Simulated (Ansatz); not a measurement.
**C2H5Al (SMILES C=[CH][AlH2]): BLYP/def2-SVPD**

What is the electronic atomisation energy of C2H5Al at BLYP/def2-SVPD? 

The results are computed with Ansatz 0.2.0.

33 further runs of the same task are left out: 33 set aside as unsound or not needed.

## (1) Starting point

C2H5Al has 8 atoms, charge 0, and is taken as a singlet. SMILES: `C=[CH][AlH2]`. Geometry: relaxed at PBE0-D4/def2-TZVP.

Bond lengths: C1–C2 1.337 Å, C2–Al3 1.938 Å, C1–H4 1.089 Å, C1–H5 1.089 Å, C2–H6 1.090 Å, Al3–H7 1.588 Å, Al3–H8 1.588 Å. Angles: C1–C2–Al3 119.6°, C1–C2–H6 116.7°, Al3–C2–H6 123.7°, C2–C1–H4 121.7°, C2–C1–H5 123.0°, C2–Al3–H7 122.1°, C2–Al3–H8 116.8°, H4–C1–H5 115.3°, H7–Al3–H8 121.2°.

## (2) A single-point energy at BLYP/def2-SVPD

The input, molecule.yaml:

```yaml
crystal:
  periodic: [false, false, false]
  atoms:
    - {symbol: C, position_ang: [-1.029900, 0.829200, -0.357000]}
    - {symbol: C, position_ang: [0.199000, 0.651000, 0.138100]}
    - {symbol: Al, position_ang: [0.930800, -1.139300, 0.262000]}
    - {symbol: H, position_ang: [-1.636900, -0.008600, -0.695500]}
    - {symbol: H, position_ang: [-1.495000, 1.809300, -0.451900]}
    - {symbol: H, position_ang: [0.735600, 1.546100, 0.452700]}
    - {symbol: H, position_ang: [2.384000, -1.417900, 0.837700]}
    - {symbol: H, position_ang: [0.004400, -2.327000, -0.241900]}
basis:
  gaussian:
    orbitals: def2-SVPD
hamiltonian:
  xc: {name: BLYP}
accuracy: high
output: {orbitals: {seedname: orbitals}}
```

Started as:

```bash
$ ansatz run molecule.yaml --threads 1 --pin off --max-ram 3480MiB --events-out events.jsonl --progress --plain --runs-dir runs
```

The program printed:

```text
Warning: RAYON_NUM_THREADS=1 ignored (pool sized by the plan → 1); use --threads N
Functional definition: BLYP
  name "BLYP"
  parameter beta = 0.0042
  parameter a = 0.04918
  parameter b = 0.132
  parameter c = 0.2533
  parameter d = 0.349
  exchange = b88_x(beta = beta)
  correlation = lyp_c(a = a, b = b, c = c, d = d)
2110 factors; integrals over basis functions are off by at most 3.5e-9 eV
mean field evaluation 1: about -8737.8125 eV, gradient 5.5e1 eV
mean field evaluation 2: about -8704.0202 eV, gradient 1.1e2 eV
mean field evaluation 4: about -8745.7671 eV, gradient 1.6e1 eV
mean field evaluation 8: about -8746.4627 eV, gradient 2.2e-1 eV
mean field evaluation 16: about -8746.4628 eV, gradient 6.4e-6 eV
mean field -8746.46282764 eV, -321.4265803502 hartree, gradient 4.8e-8 eV, S^2 0.000000; 0 other end points of the search recorded, 0 dependent functions left out
reference -8746.46288572 eV, -321.4265824847 hartree; 15, 15 occupied and 89, 89 virtual orbitals, 2110 factors
Total energy: -8746.46288572 eV, -321.4265824847 hartree
```

It took 6.6 s on 1 thread of Arm Neoverse V2, shared host; peak memory 0.27 GiB.

## (3) The Al atom, same level

The input, input.yaml:

```yaml
crystal:
  periodic: [false, false, false]
  atoms:
    - {symbol: Al, position_ang: [0.000000, 0.000000, 0.000000]}
basis:
  gaussian: {orbitals: def2-SVPD}
magnetization: {spin_polarized: true, initial_magnetization: 1}
hamiltonian: {xc: {name: BLYP}}
accuracy: high
```

Run the same way, it converges to -242.28785 Eh (log not shown).

## (4) The C atom at the same level

The input, molecule.yaml:

```yaml
crystal:
  periodic: [false, false, false]
  atoms:
    - {symbol: C, position_ang: [0.000000, 0.000000, 0.000000]}
basis:
  gaussian: {orbitals: def2-SVPD}
magnetization: {spin_polarized: true, initial_magnetization: 2}
hamiltonian: {xc: {name: BLYP}}
accuracy: high
```

Run the same way, it converges to -37.80174 Eh (log not shown).

## (5) The H atom, same level

The input, job.yaml:

```yaml
crystal:
  periodic: [false, false, false]
  atoms:
    - symbol: H
      position_ang: [0.000000, 0.000000, 0.000000]
basis:
  gaussian: {orbitals: def2-SVPD}
magnetization: {spin_polarized: true, initial_magnetization: 1}
hamiltonian: {xc: {name: BLYP}}
accuracy: high
```

Run the same way, it converges to -0.49640 Eh (log not shown).

## (6) What came out

Level: BLYP/def2-SVPD.

```
                     quantity          value
       molecule: total energy  -321.42658 Eh
        molecule: HOMO energy       -6.72 eV
        molecule: LUMO energy       -2.38 eV
      molecule: HOMO–LUMO gap        4.34 eV
        Al atom: total energy  -242.28785 Eh
                Al atom: ⟨S²⟩          0.753
         C atom: total energy   -37.80174 Eh
                 C atom: ⟨S²⟩          2.003
         H atom: total energy    -0.49640 Eh
                 H atom: ⟨S²⟩          0.750
electronic atomisation energy      28.660 eV
```

Taking the molecule apart into free atoms costs 28.66 eV (661 kcal/mol), before zero-point energy and without spin-orbit coupling.
